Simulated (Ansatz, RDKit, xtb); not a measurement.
**Isomers of C2H4F2O2Si, a sample narrowed down**

Which of a sample of isomers of C2H4F2O2Si is the most stable in the gas at 298.15 K, and what are its properties? The sample is small against all isomers, and the most stable one of this formula need not be in it.

The funnel: GFN2-xTB relaxations, single points with a density functional, relaxations at B3LYP-D3(BJ)/def2-SVP, harmonic vibrations (at GFN2-xTB), and a last energy at a higher level. All values are calculated.

### 1 Drawing up candidates

Isomers were taken from a list of plausible structures; this is a sample, not all of them. That gives 5 candidates.

```csv
label,SMILES,spin
c232,F[Si]1(F)OCCO1,singlet
c441,O[SiH](O)C=C(F)F,singlet
c465,O=C(O[SiH3])C(F)F,singlet
c798,F[SiH](F)O[C@@H]1CO1,singlet
c969,COC(=O)[SiH](F)F,singlet
```

Candidates are built by distance geometry, with a force field where one applies, in up to four conformers (letters a to d).

Q: Predict the outcome of this search (final energies at CCSD(T)/def2-SVP + MP2/def2-TZVPP - MP2/def2-SVP).

| quantity | value |
| --- | --- |
| lowest structure found | F[Si]1(F)OCCO1, singlet |
| next finalist | F[SiH](F)O[C@@H]1CO1, singlet, 49.4 kcal/mol higher in G |
| share at equilibrium, among the finalists | 100.0 % |

The search ends on `F[Si]1(F)OCCO1`. Among the finalists first place is clear (49.4 kcal/mol); structures outside the list aren't covered. GFN2-xTB, HF/STO-3G, r2SCAN-D4/def2-SVP, B3LYP-D3(BJ)/def2-SVP, HF/def2-SVP and MP2/def2-SVP already put its bonding pattern lowest among the structures in one piece. The search is not exhaustive (a finite list of starts, one conformer a finalist), so a lower isomer can't be ruled out. Only 5 drawn patterns were tried, so whole families of isomers are missing, and the result ranks this sample alone. The lowest isomer need not be the one that is made and kept in a bottle, which depends on barriers.
